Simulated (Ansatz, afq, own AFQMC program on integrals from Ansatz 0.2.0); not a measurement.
# GeH₄Br (doublet): AFQMC on the coupled-cluster ladder at distance Ge1–H5 along a hydrogen transfer = 1.667 Å, cc-pVTZ

How near does AFQMC come to the top of the ladder for GeH₄Br (doublet)?

The runs use Ansatz 0.2.0, Gaussian basis, and an in-house AFQMC program (afq) on its integrals; all values are calculated; cc-pVTZ, frozen cores.

The runs, in order: PBE (unrestricted); r2SCAN (unrestricted); CCSD(T) on UHF; PBE0 (unrestricted); B3LYP (unrestricted); wB97M-V (unrestricted); B2PLYP (unrestricted); Phaseless AFQMC, CISD trial on UHF.

## (1) The system

The geometry derives from fragments relaxed apart (PBE0/def2-TZVP) and kept rigid, so it is no stationary point. A hydrogen atom is moved between rigid fragments. No spin-orbit coupling is included. The filled d shell of Ge, Br may be among the frozen orbitals whatever the setting's name suggests; the logs give the count.

6 atoms, charge 0, spin multiplicity 2.

Atoms are counted from 1 here; the program's logs count them from 0.

Bond lengths: Ge1–H2 1.534 Å, Ge1–H3 1.534 Å, Ge1–H4 1.534 Å, Ge1–H5 1.667 Å. Angles: H2–Ge1–H3 109.5°, H2–Ge1–H4 109.5°, H2–Ge1–H5 109.5°, H3–Ge1–H4 109.5°, H3–Ge1–H5 109.5°, H4–Ge1–H5 109.5°.

Geometry (Å):

```xyz
6
charge 0, multiplicity 2
Ge   -1.8008    0.0000    0.0000
H    -2.3122    1.4466    0.0000
H    -2.3122   -0.7233    1.2528
H    -2.3122   -0.7233   -1.2528
H    -0.1338    0.0000    0.0000
Br    1.7262    0.0000    0.0000
```

## (2) PBE (unrestricted)

Input file in.yaml:

```yaml
crystal:
  periodic: [false, false, false]
  atoms:
    - {symbol: Ge, position_ang: [-1.800758, 0.000000, 0.000000]}
    - {symbol: H, position_ang: [-2.312208, 1.446599, 0.000000]}
    - {symbol: H, position_ang: [-2.312208, -0.723300, 1.252792]}
    - {symbol: H, position_ang: [-2.312208, -0.723299, -1.252791]}
    - {symbol: H, position_ang: [-0.133758, 0.000000, 0.000000]}
    - {symbol: Br, position_ang: [1.726242, 0.000000, 0.000000]}
basis:
  gaussian: {orbitals: cc-pVTZ}
magnetization: {spin_polarized: true, initial_magnetization: 1}
hamiltonian: {xc: {name: PBE}}
output: {orbitals: {seedname: orbitals}}
```

Run with:

```
> ansatz run in.yaml --threads 1 --pin off --events-out ev --progress --plain --max-ram 8192MiB --backend cpu
```

The log of the run:

```text
Functional definition: PBE
  name "PBE"
  cite "Perdew, Burke & Ernzerhof, Phys. Rev. Lett. 77, 3865 (1996) doi:10.1103/PhysRevLett.77.3865"
  parent pbe
  parameter kappa = 0.804
  parameter beta = 0.06672455060314922
  exchange = pbe_x(kappa = kappa, mu = beta*pi^2/3)
  correlation = pbe_c(beta = beta)
971 factors; their error is unknown
mean field evaluation 1: about -126610.3841 eV, gradient 1.6e1 eV
mean field evaluation 2: about -126610.8059 eV, gradient 1.3e1 eV
mean field evaluation 4: about -126611.3041 eV, gradient 1.2e0 eV
mean field evaluation 8: about -126611.3112 eV, gradient 1.0e-2 eV
mean field evaluation 16: about -126611.3050 eV, gradient 5.6e-5 eV
mean field evaluation 32: about -126611.0721 eV, gradient 5.1e0 eV
mean field -126611.30502799 eV, -4652.8796395538 hartree, gradient 5.6e-5 eV, S^2 0.752058; 3 other end points of the search recorded, 0 dependent functions left out
reference -126611.30506696 eV, -4652.8796409859 hartree; 36, 35 occupied and 106, 107 virtual orbitals, 971 factors
Total energy: -126611.30506696 eV, -4652.8796409859 hartree
```

Run time: 8.5 s. Hardware: 1 thread of AMD EPYC 7R13 (Zen 3), shared host; peak memory 1.7 GiB.

From the report: ⟨S²⟩ of the determinant 0.752 (pure doublet: 0.75).

## (3) r2SCAN (unrestricted)

Edit in.yaml of step 2 so:

```diff
@@ -12,3 +12,2 @@
 magnetization: {spin_polarized: true, initial_magnetization: 1}
-hamiltonian: {xc: {name: PBE}}
-output: {orbitals: {seedname: orbitals}}
+hamiltonian: {xc: {name: r2SCAN}}
```

Same command.

The log of the run (excerpt; [...] marks lines left out):

```text
Functional definition: r2SCAN
  name "r2SCAN"
  cite "Furness, Kaplan, Ning, Perdew & Sun, J. Phys. Chem. Lett. 11, 8208 (2020) doi:10.1021/acs.jpclett.0c02405"
  cite "Furness, Kaplan, Ning, Perdew & Sun, J. Phys. Chem. Lett. 11, 9248 (2020) doi:10.1021/acs.jpclett.0c03077"
  parent r2scan
[...]
971 factors; their error is unknown
[...]
mean field -126629.94640611 eV, -4653.5646975639 hartree, gradient 1.1e-5 eV, S^2 0.755470; 3 other end points of the search recorded, 0 dependent functions left out
reference -126629.94641994 eV, -4653.5646980724 hartree; 36, 35 occupied and 106, 107 virtual orbitals, 971 factors
Total energy: -126629.94641994 eV, -4653.5646980724 hartree
```

Wall time 18 s (1 thread of AMD EPYC 7R13 (Zen 3), shared host); peak memory 1.7 GiB.

From the report: ⟨S²⟩ of the determinant 0.755 (pure doublet: 0.75).

## (4) CCSD(T) on UHF

Edit in.yaml of step 3 so:

```diff
@@ -12,2 +12,2 @@
 magnetization: {spin_polarized: true, initial_magnetization: 1}
-hamiltonian: {xc: {name: r2SCAN}}
+correlation: {method: ccsd_t, electrons: outside_noble_gas, hamiltonian_folder: ham}
```

Run with:

```
> ansatz run in.yaml --threads 1 --pin off --events-out ev --progress --plain --max-ram 24576MiB --backend cuda --devices 0, --max-vram 18GiB
```

The log of the run (excerpt; [...] marks lines left out):

```text
Functional definition: HF
  name "HF"
  cite "Fock, Z. Phys. 61, 126 (1930) doi:10.1007/BF01340294"
  parent pbe
[...]
858 factors; integrals over basis functions are off by at most 1.1e-3 eV
[...]
mean field -126536.94175909 eV, -4650.1468398269 hartree, gradient 1.4e-6 eV, S^2 0.776753; 8 other end points of the search recorded, 0 dependent functions left out
determinant -126536.94175909 eV, -4650.1468398269 hartree, with singles and doubles -126546.18919380 eV, -4650.4866767845 hartree
determinant -126535.79380092 eV, -4650.1046531423 hartree, with singles and doubles -126544.96876649 eV, -4650.4418269078 hartree
28 core orbitals not correlated: weight in the atoms' cores, before any rotation towards them, 1.000 or more for the frozen orbitals, at most 0.000 for the correlated occupied ones
reference -126536.94175909 eV, -4650.1468398269 hartree; 8, 7 occupied and 106, 107 virtual orbitals, 858 factors
second order -7.85959233 eV of doubles, -0.00000000 eV of singles
cycle   1  -9.09662564 eV  change   -4.7e-1 eV  update   2.0e-2
[...]
cycle   8  -9.11128297 eV  change   -4.2e-6 eV  update   1.8e-5
perturbative correction -0.28500512 eV, -0.0104737449 hartree
Total energy: -126546.33804718 eV, -4650.4921470451 hartree
```

It took 28 s on 1 × NVIDIA H100 80GB HBM3 with 1 thread of AMD EPYC 7R13 (Zen 3), shared host; peak host memory 1.7 GiB.

From the report: ⟨S²⟩ of the determinant 0.777 (pure doublet: 0.75); correlation -9.3963 eV; T1 0.014; largest double amplitude 0.04.

This run also writes the integrals to the folder ham.

## (5) PBE0 (unrestricted)

Edit in.yaml of step 4 so:

```diff
@@ -12,2 +12,3 @@
 magnetization: {spin_polarized: true, initial_magnetization: 1}
-correlation: {method: ccsd_t, electrons: outside_noble_gas, hamiltonian_folder: ham}
+hamiltonian: {xc: {name: PBE0}}
+output: {orbitals: {seedname: orbitals}}
```

Run with:

```
> ansatz run in.yaml --threads 1 --pin off --events-out ev --progress --plain --max-ram 8192MiB --backend cpu
```

The log of the run:

```text
Functional definition: PBE0
  name "PBE0"
  cite "Adamo & Barone, J. Chem. Phys. 110, 6158 (1999) doi:10.1063/1.478522"
  cite "Perdew, Burke & Ernzerhof, Phys. Rev. Lett. 77, 3865 (1996) doi:10.1103/PhysRevLett.77.3865"
  parent pbe
  parameter a = 0.25
  parameter kappa = 0.804
  parameter beta = 0.06672455060314922
  exchange = (1 - a)*pbe_x(kappa = kappa, mu = beta*pi^2/3) + a*exact_x
  correlation = pbe_c(beta = beta)
1067 factors; their error is unknown
mean field evaluation 1: about -126614.5394 eV, gradient 1.0e1 eV
mean field evaluation 2: about -126614.7413 eV, gradient 7.4e0 eV
mean field evaluation 4: about -126614.8577 eV, gradient 3.8e-1 eV
mean field evaluation 8: about -126615.2906 eV, gradient 3.1e-1 eV
mean field evaluation 16: about -126615.2907 eV, gradient 2.0e-5 eV
mean field -126615.29070566 eV, -4653.0261105066 hartree, gradient 2.0e-5 eV, S^2 0.755569; 2 other end points of the search recorded, 0 dependent functions left out
reference -126615.29073504 eV, -4653.0261115863 hartree; 36, 35 occupied and 106, 107 virtual orbitals, 1067 factors
Total energy: -126615.29073504 eV, -4653.0261115863 hartree
```

Wall time 10 s (1 thread of AMD EPYC 7R13 (Zen 3), shared host); peak memory 1.7 GiB.

From the report: ⟨S²⟩ of the determinant 0.756 (pure doublet: 0.75).

## (6) B3LYP (unrestricted)

Edit in.yaml of step 5 so:

```diff
@@ -12,3 +12,2 @@
 magnetization: {spin_polarized: true, initial_magnetization: 1}
-hamiltonian: {xc: {name: PBE0}}
-output: {orbitals: {seedname: orbitals}}
+hamiltonian: {xc: {name: B3LYP}}
```

The command is unchanged.

The log of the run (excerpt; [...] marks lines left out):

```text
Functional definition: B3LYP
  name "B3LYP"
  cite "Stephens, Devlin, Chabalowski & Frisch, J. Phys. Chem. 98, 11623 (1994) doi:10.1021/j100096a001"
  cite "Becke, Phys. Rev. A 38, 3098 (1988) doi:10.1103/PhysRevA.38.3098"
  cite "Lee, Yang & Parr, Phys. Rev. B 37, 785 (1988) doi:10.1103/PhysRevB.37.785"
  cite "Vosko, Wilk & Nusair, Can. J. Phys. 58, 1200 (1980) doi:10.1139/p80-159"
[...]
1058 factors; their error is unknown
[...]
mean field -126633.00681249 eV, -4653.6771654241 hartree, gradient 1.4e-5 eV, S^2 0.753717; 2 other end points of the search recorded, 0 dependent functions left out
reference -126633.00706141 eV, -4653.6771745718 hartree; 36, 35 occupied and 106, 107 virtual orbitals, 1058 factors
Total energy: -126633.00706141 eV, -4653.6771745718 hartree
```

Run time: 9 s. Hardware: 1 thread of AMD EPYC 7R13 (Zen 3), shared host; peak memory 2.1 GiB.

From the report: ⟨S²⟩ of the determinant 0.754 (pure doublet: 0.75).

## (7) wB97M-V (unrestricted)

Edit in.yaml of step 6 so:

```diff
@@ -12,2 +12,3 @@
 magnetization: {spin_polarized: true, initial_magnetization: 1}
-hamiltonian: {xc: {name: B3LYP}}
+hamiltonian: {xc: {name: wB97M-V}}
+output: {orbitals: {seedname: orbitals}}
```

The command is unchanged.

The log of the run (excerpt; [...] marks lines left out):

```text
Functional definition: wB97M-V
  name "wB97M-V"
  cite "Mardirossian & Head-Gordon, J. Chem. Phys. 144, 214110 (2016) doi:10.1063/1.4952647"
  cite "Becke, J. Chem. Phys. 107, 8554 (1997) doi:10.1063/1.475007"
  cite "Vydrov & Van Voorhis, J. Chem. Phys. 133, 244103 (2010) doi:10.1063/1.3521275"
  # Of w^i u^j: cxij and so on, Table III.
[...]
  gx(w, u) = 1 - cx + cx01*u + cx10*w
  gss(w, u) = css00 + css04*u^4 + css10*w + css20*w^2 + css43*w^4*u^3
  gos(w, u) = cos00 + cos10*w + (cos20 + cos21*u)*w^2 + (cos60 + cos61*u)*w^6
[...]
      + integral(e_c_pw_mod_opposite_spin*gos(b97_w_opposite, b97_u_opposite)) + vv10(b, c)
1043 factors; their error is unknown
205 factors; integrals over basis functions are off by at most 4.1e-5 eV
[...]
mean field -126622.97562893 eV, -4653.3085262278 hartree, gradient 3.0e-5 eV, S^2 0.756415; 2 other end points of the search recorded, 0 dependent functions left out
reference -126622.97567484 eV, -4653.3085279148 hartree; 36, 35 occupied and 106, 107 virtual orbitals, 1043 factors
Total energy: -126622.97567484 eV, -4653.3085279148 hartree
```

It took 30 s on 1 thread of AMD EPYC 7R13 (Zen 3), shared host; peak memory 2.1 GiB.

From the report: ⟨S²⟩ of the determinant 0.756 (pure doublet: 0.75).

## (8) B2PLYP (unrestricted)

Edit in.yaml of step 7 so:

```diff
@@ -12,3 +12,3 @@
 magnetization: {spin_polarized: true, initial_magnetization: 1}
-hamiltonian: {xc: {name: wB97M-V}}
-output: {orbitals: {seedname: orbitals}}
+hamiltonian: {xc: {name: B2PLYP}}
+correlation: {electrons: outside_noble_gas}
```

Same command.

The log of the run (excerpt; [...] marks lines left out):

```text
Functional definition: B2PLYP
  name "B2PLYP"
  cite "Grimme, J. Chem. Phys. 124, 034108 (2006) doi:10.1063/1.2148954"
  cite "Becke, Phys. Rev. A 38, 3098 (1988) doi:10.1103/PhysRevA.38.3098"
  cite "Lee, Yang & Parr, Phys. Rev. B 37, 785 (1988) doi:10.1103/PhysRevB.37.785"
[...]
858 factors; integrals over basis functions are off by at most 1.1e-3 eV
[...]
mean field -126605.19442381 eV, -4652.6550789922 hartree, gradient 4.9e-6 eV, S^2 0.760887; 2 other end points of the search recorded, 0 dependent functions left out
28 core orbitals not correlated: weight in the atoms' cores, before any rotation towards them, 0.999 or more for the frozen orbitals, at most 0.001 for the correlated occupied ones
reference -126605.19458179 eV, -4652.6550847976 hartree; 8, 7 occupied and 106, 107 virtual orbitals, 858 factors
second order -9.69396558 eV of doubles, -0.00000000 eV of singles
Total energy: -126607.81195249 eV, -4652.7512713969 hartree
```

Run time: 15 s. Hardware: 1 thread of AMD EPYC 7R13 (Zen 3), shared host; peak memory 2.1 GiB.

From the report: ⟨S²⟩ of the determinant 0.761 (pure doublet: 0.75).

## (9) Phaseless AFQMC, CISD trial on UHF

It reads the integrals that the CCSD(T) run on this determinant wrote.

Run with:

```
> afq ham --method phaseless --trial cisd --walkers 600 --populations 10 --least-time 60 --time-step 0.005 --steps-per-block 50 --equilibration-blocks 28 --max-blocks 4000 --target-error 0.00023 --factor-cut 1e-05 --start spin_pure --seed 7809 --release-times 0.24,0.51,0.99,1.5 --release-step 0.03 --release-every 4 --taylor-order 6
```

The log of the run:

```text
orbitals 114  electrons 8 7  factors 753 of 858
reference energy -4650.14683983 Eh
CCSD correlation -0.33483364 Eh in 11 cycles, weight of the determinant in the CISD state 0.8499
energy of the start -4650.480301 Eh
 block  time / (1/Eh)  mean weight  energy / Eh
     1     0.250  0.9997  -4650.474035
     2     0.500  1.0004  -4650.477230
     3     0.750  0.9998  -4650.480818
     4     1.000  0.9993  -4650.484018
     5     1.250  0.9998  -4650.486306
     6     1.500  0.9999  -4650.489251
     7     1.750  0.9991  -4650.489432
     8     2.000  0.9997  -4650.490759
     9     2.250  0.9994  -4650.492784
    10     2.500  1.0003  -4650.492676
    11     2.750  1.0000  -4650.494206
    13     3.250  1.0005  -4650.492812
    15     3.750  0.9999  -4650.492542
    17     4.250  1.0002  -4650.492253
    19     4.750  1.0007  -4650.493190
    21     5.250  1.0000  -4650.492377
    23     5.750  1.0006  -4650.493800
    25     6.250  1.0004  -4650.494172
    27     6.750  0.9988  -4650.493642
    29     7.250  0.9996  -4650.492699
    31     7.750  1.0007  -4650.495058
    33     8.250  0.9993  -4650.494619
    35     8.750  1.0007  -4650.492655
    37     9.250  1.0002  -4650.493282
    39     9.750  0.9992  -4650.493361
    41    10.250  1.0001  -4650.491364
    43    10.750  1.0007  -4650.492279
    45    11.250  0.9998  -4650.492324
    47    11.750  0.9994  -4650.494200
    49    12.250  1.0002  -4650.494156
    51    12.750  0.9998  -4650.491308
    53    13.250  1.0006  -4650.490675
    55    13.750  0.9996  -4650.492973
    57    14.250  1.0010  -4650.490491
    59    14.750  1.0004  -4650.492621
    61    15.250  1.0016  -4650.492335
    63    15.750  0.9998  -4650.492296
    65    16.250  1.0007  -4650.492352
    67    16.750  1.0005  -4650.492442
    69    17.250  1.0000  -4650.491372
    71    17.750  0.9998  -4650.492954
    73    18.250  0.9996  -4650.493073
    75    18.750  0.9996  -4650.495185
    77    19.250  1.0006  -4650.492609
    79    19.750  0.9999  -4650.493322
    81    20.250  1.0000  -4650.493248
    83    20.750  1.0010  -4650.492824
    85    21.250  0.9990  -4650.495114
    87    21.750  1.0007  -4650.493174
    89    22.250  0.9988  -4650.493775
    91    22.750  1.0009  -4650.494320
    93    23.250  0.9985  -4650.494506
    95    23.750  0.9997  -4650.491912
    97    24.250  1.0008  -4650.493224
error from the spread of 10 populations
released: time / (1/Eh)  energy / Eh  error  mean overlap
  0.24  -4650.493563  0.000346  0.9909
  0.51  -4650.493815  0.000270  0.9885
  0.99  -4650.494466  0.000322  0.9683
  1.50  -4650.494155  0.000412  0.9640
energy -4650.493172 +/- 0.000158 Eh
```

Wall time 76 s (1 × NVIDIA H100 80GB HBM3 with 2 threads of AMD EPYC 7R13 (Zen 3), shared host); peak host memory 2.1 GiB.

Energy -126546.3659 ± 0.0043 eV. Caveats: constraint bias not in the error.

## (10) AFQMC on the ladder

On the UHF determinant, counted from CCSD(T) (a yardstick, not exact):

| level | energy (eV) | from CCSD(T) (kcal/mol) | statistical error (kcal/mol) | time |
| --- | --- | --- | --- | --- |
| HF | -126536.9418 | +216.68 |  |  |
| MP2 | -126544.8014 | +35.44 |  |  |
| CCSD | -126546.0530 | +6.57 |  |  |
| CCSD(T) | -126546.3380 | 0.00 |  |  |
| Phaseless AFQMC, CISD trial, step 0.005, 600 walkers | -126546.3659 | -0.64 | 0.10 | 76 s |

The functionals' totals stand on their own zeros and serve differences with other points: PBE -126611.305 eV; r2SCAN -126629.946 eV; PBE0 -126615.291 eV; B3LYP -126633.007 eV; wB97M-V -126622.976 eV; B2PLYP -126607.812 eV.

## (11) What came out

| quantity | value |
| --- | --- |
| Phaseless AFQMC, CISD trial on UHF from CCSD(T) | -0.64 ± 0.10 kcal/mol |

**Reading.** On UHF the phaseless walk with the CISD trial lies -0.64 kcal/mol from CCSD(T), 6 times its error bar. Error bars are statistical and leave out the constraint, the time step and what remains of the start.
